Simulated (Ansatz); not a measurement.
# SiZr: the cost of one run

Method: def2-TZVPP, core rule «outside noble gas», up to 9 orbitals frozen; program: Ansatz 0.2.0, Gaussian basis.

To be run: UHF; ROHF; CCSD(T) on UHF.

2 further runs of the same task are left out: 2 set aside as unsound or not needed.

## Step 1: The geometry

The geometry is a PBE0/def2-TZVP stationary point (not a proven minimum) of the parent state, kept for this charge and spin. No spin-orbit coupling is included. Elements past krypton take def2 core potentials.

2 atoms, charge 1, spin multiplicity 2.

Atoms are counted from 1 here; the program's logs count them from 0.

Bond lengths: Zr1–Si2 2.309 Å.

## Step 2: UHF

in.yaml

```yaml
crystal:
  periodic: [false, false, false]
  atoms:
    - {symbol: Zr, position_ang: [0.000000, 0.000000, 0.000000]}
    - {symbol: Si, position_ang: [0.000000, 0.000000, 2.308942]}
basis:
  gaussian: {orbitals: def2-TZVPP}
total_charge: 1
magnetization: {spin_polarized: true, initial_magnetization: 1}
hamiltonian: {xc: hf}
output: {orbitals: {seedname: orbitals}}
```

Command:

```bash
$ ansatz run in.yaml --threads 1 --pin off --events-out ev --progress --plain --max-ram 2816MiB --backend cpu
```

**Question.** How long does this run take on 1 thread of AMD EPYC 7R13, shared host, and how much memory does it need?

About 49 s, with a peak of 0.25 GiB.
